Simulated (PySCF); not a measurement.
# C₅H₉BOSi: electronic excitations

What electronic excitations should C₅H₉BOSi (`BC1=CO[Si@H]1C1CC1`) show?

The runs use PySCF 2.14.0, with density-fitted response routines of our own; the level of theory stands in each step. All values are computed, except where a source is named. Atoms count from 0, in the outputs and in this text.

### Step 1. The starting structure

17 atoms, charge 0, multiplicity 1; geometry from: GFN2-xTB.

Bonds of the start (Å): B0–C1 1.51, C1–C2 1.36, C2–O3 1.35, O3–Si4 1.74, Si4–C5 1.87, C5–C6 1.51, C6–C7 1.49, Si4–C1 1.90, C7–C5 1.50, B0–H8 1.17, B0–H9 1.17, C2–H10 1.08, Si4–H11 1.46, C5–H12 1.08, C6–H13 1.08, C6–H14 1.08, C7–H15 1.08, C7–H16 1.08.

### Step 2. Ultraviolet spectrum: CAM-B3LYP/def2-SVPD

The job: settings as JSON, then the geometry in Å.

```
{"job": {"kind": "uv", "xc": "CAM-B3LYP", "basis": "def2-SVPD", "nstates": 8, "ntriplets": 3}, "charge": 0, "multiplicity": 1}
B      2.781213     1.165613     0.664140
C      1.945523     0.112454    -0.030631
C      2.246265    -1.159923    -0.391726
O      1.182076    -1.720320    -1.001196
Si     0.271431    -0.244518    -0.853832
C     -1.300190    -0.484921     0.131158
C     -2.632731    -0.277978    -0.538129
C     -2.138915     0.724278     0.445431
H      2.363269     2.247940     0.821338
H      3.852652     0.885314     1.047078
H      3.139214    -1.758380    -0.291574
H      0.078550     0.244284    -2.215042
H     -1.280825    -1.248928     0.899806
H     -2.644309    -0.007560    -1.582587
H     -3.449892    -0.922451    -0.250916
H     -1.805470     1.681631     0.076716
H     -2.614858     0.775496     1.413009
```

Level: TDDFT CAM-B3LYP/def2-SVPD, vertical, gas phase, core orbitals frozen in the response.

Command:

```console
> OMP_NUM_THREADS=1 python probes_run.py task.json out
```

This one command runs all jobs of the session in turn.

What it wrote:

```text
coarse grid: 14808 points
cycle   1  E = -584.8022424276  dE =  1.406e+00  |g| = 7.075e-01  |ddm| = 6.712e+00
cycle   2  E = -584.7606665690  dE =  4.158e-02  |g| = 9.010e-01  |ddm| = 2.250e+00
cycle   3  E = -584.9107116898  dE = -1.500e-01  |g| = 1.185e-01  |ddm| = 1.234e+00
cycle   4  E = -584.9131491163  dE = -2.437e-03  |g| = 5.827e-02  |ddm| = 2.393e-01
cycle   5  E = -584.9139712919  dE = -8.222e-04  |g| = 1.266e-02  |ddm| = 9.480e-02
cycle   6  E = -584.9140106397  dE = -3.935e-05  |g| = 2.590e-03  |ddm| = 2.960e-02
cycle   7  E = -584.9140127436  dE = -2.104e-06  |g| = 8.288e-04  |ddm| = 6.392e-03
final grid: 138736 points
cycle   8  E = -585.0159243716  dE = -3.881e-05  |g| = 3.700e-03  |ddm| = 7.964e-02
cycle   9  E = -585.0159250880  dE = -7.164e-07  |g| = 3.546e-03  |ddm| = 1.190e-02
cycle  10  E = -585.0159282269  dE = -3.139e-06  |g| = 3.162e-04  |ddm| = 5.107e-03
cycle  11  E = -585.0159282365  dE = -9.556e-09  |g| = 2.945e-04  |ddm| = 9.282e-04
cycle  12  E = -585.0159282542  dE = -1.774e-08  |g| = 5.033e-05  |ddm| = 3.367e-04
cycle  13  E = -585.0159282550  dE = -7.366e-10  |g| = 1.606e-05  |ddm| = 1.374e-04
converged SCF energy = -585.0159282550

Static polarisability (au): isotropic 98.000, principal 74.865 99.972 119.162

Singlet excitations
state   eV       nm        f      main configurations
  1   4.8519    255.5   0.00095   H-1->L 0.93
  2   5.1253    241.9   0.24265   H->L 0.95
  3   5.8725    211.1   0.00367   H->L+1 0.91
  4   5.9371    208.8   0.00444   H-3->L 0.79
  5   6.5778    188.5   0.08104   H-1->L+1 0.86
  6   6.7845    182.7   0.00452   H-6->L 0.53, H-2->L 0.13, H-4->L 0.09
  7   6.9916    177.3   0.07706   H->L+2 0.46, H->L+4 0.19, H->L+5 0.18
  8   7.1508    173.4   0.04986   H->L+3 0.31, H->L+4 0.30, H->L+2 0.12

Triplet excitations (Tamm-Dancoff, eV): 3.2531 4.5888 5.4592
```

Wall time 71 s (1 thread of Arm Neoverse V1, shared host); peak memory 1.1 GiB.

The orbitals next to the gap, with their largest atomic shares:

```
orbital      eV                        atoms
 HOMO−3  -10.60    B0 27 %, H8 18 %, O3 18 %
 HOMO−2  -10.17    C7 27 %, C5 21 %, C6 15 %
 HOMO−1   -9.22   C1 26 %, Si4 16 %, B0 14 %
   HOMO   -8.49    C1 37 %, O3 26 %, C2 18 %
   LUMO   -0.47    B0 33 %, C2 25 %, C1 14 %
 LUMO+1    0.61  Si4 29 %, H11 12 %, O3 10 %
 LUMO+2    1.33    B0 26 %, Si4 18 %, C2 7 %
```

With each of the 8 states as a Gaussian band of 0.4 eV half-width at 1/e, the curve within the window shown has maxima at 242 nm (ε 9,800), 179 nm (ε 6,200) L/(mol cm). Beyond the last state computed it falls off for lack of states. The curve at chosen wavelengths:

(nm, ε (L/mol/cm)): (166, 2025), (171, 4375), (176, 5981), (181, 6110), (186, 5285), (191, 3945), (196, 2481), (201, 1375), (206, 823), (211, 784), (216, 1310), (221, 2595), (226, 4659), (231, 7064), (236, 9025), (241, 9849), (246, 9336), (251, 7810), (256, 5851), (261, 3977), (266, 2481), (271, 1436), (276, 778), (281, 398), (286, 194), (291, 90)

Ground-state properties from the same run:

```
           property  computed
  dipole moment (D)      2.18
polarisability (Å³)     14.52
 HOMO–LUMO gap (eV)      8.01
      −ε(HOMO) (eV)      8.49
```

### Step 3. Summary of results

| quantity | value |
| --- | --- |
| lowest singlet (CAM-B3LYP/def2-SVPD) | 4.85 eV (256 nm), f = 0.001 |
| brightest single state of those computed | state 2, 5.13 eV, f = 0.243 |
| lowest triplet | 3.25 eV |

**Reading.** The lowest singlet, at 4.85 eV, is HOMO−1→LUMO 0.93 and is dark; of the 8 states computed, the strongest absorption comes from state 2 at 5.13 eV. The lowest triplet lies 1.60 eV below the lowest singlet (triplets in Tamm-Dancoff, singlets in full TDDFT).
